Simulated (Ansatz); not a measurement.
# Molybdenum, omega (AlB2-type) under PBEsol: ground state and equation of state

The plan for molybdenum in the omega (AlB2-type) structure: relax it, solve it on a dense k-mesh, then scale the cell to 7 volumes from 88 to 112 % of the relaxed one and try a fit of the equation of state. Spin polarisation is left out. The k-meshes are 8×8×11 for the relaxation; 10×10×16 for the dense run; 9×9×14 for the volumes.

Computed with Ansatz 0.2.0 (DFT PBEsol, plane waves (420 eV) with PAW, scalar-relativistic; PAW files made under PBE, frozen cores solved again for the functional, unless a step says otherwise).

### Step 1. The system as given

Symmetry: P6/mmm, No. 191, hexagonal system. Conventional cell: a = 4.449 Å, b = 4.449 Å, c = 2.728 Å, α = 90.00°, β = 90.00°, γ = 120.00°. Mo (site symmetry 6/mmm) is surrounded by 14 Mo at 2.73 to 2.91 Å. Around Mo (site symmetry -6m2) lie 11 Mo at 2.57 to 2.91 Å.

Structure file:

```xyz
3
Lattice="4.4494 0.0000 0.0000 -2.2247 3.8533 0.0000 0.0000 0.0000 2.7275" Properties=species:S:1:pos:R:3 pbc="T T T"
Mo    0.0000    0.0000    0.0000
Mo    0.0000    2.5689    1.3638
Mo    2.2247    1.2844    1.3638
```

### Step 2. Relaxation of the cell

Contents of input.yaml:

```yaml
crystal:
  lattice:
    - [4.4494349246, 0.0, 0.0]
    - [-2.2247174623, 3.8533236772, 0.0]
    - [0.0, 0.0, 2.7275036088]
  atoms:
    - { symbol: Mo, position: [0.0, 0.0, 0.0] }
    - { symbol: Mo, position: [0.3333333333, 0.6666666667, 0.5] }
    - { symbol: Mo, position: [0.6666666667, 0.3333333333, 0.5] }
hamiltonian:
  xc: pbesol
  pseudopotentials:
    kind: paw
    azcp:
      Mo: "pseudopotentials/Mo.paw.azcp"
basis:
  ecutwfc: 420
  fft_grid_basis: typed
kpoints:
  mp_grid: { grid: [8, 8, 11], shift: [0, 0, 0] }
magnetization:
  spin_polarized: false
scf:
  occupations: { method: fermi_dirac, width: 0.1 }
relax:
  max_steps: 60
  f_tol: 0.01
  cell: {}
output:
  write_density: true
  write_potential: true
  elf: true
  volumetric_format: npy
```

After this run come: Single point on a dense mesh; Volume × 0.88; Volume × 0.92; Volume × 0.96; Volume × 1.0; Volume × 1.04; Volume × 1.08; Volume × 1.12.

What does the calculation give? Wanted: space group; conventional cell; volume; shortest distance; gap on the mesh; relative to bcc; highest ELF outside the cores; V₀, B₀, B₀′.

**Answer**, as computed:

```
                      quantity                                   value
space group (spins left aside)                        P6/mmm (No. 191)
             conventional cell  a = 4.620 Å, c = 2.536 Å (c/a = 0.549)
                        volume                          15.628 Å³/atom
             shortest distance                                 2.536 Å
               gap on the mesh            none (levels filled in part)
               relative to bcc                           +413 meV/atom
 highest ELF outside the cores      0.46, 1.64 Å from the nearest atom
                   V₀, B₀, B₀′            15.620 Å³/atom, 257 GPa, 4.1
```

The relaxation enlarged the cell by 0.3 % in volume. Against the reference form of molybdenum (bcc, computed apart with the same settings) it stands 413 meV/atom higher, so it is far from stable. Levels at the Fermi energy are filled in part, as in a metal. The fitted modulus is 257 GPa; letting shape and positions relax at each volume could only lower it. Relaxation kept the symmetry; phonons were not checked.
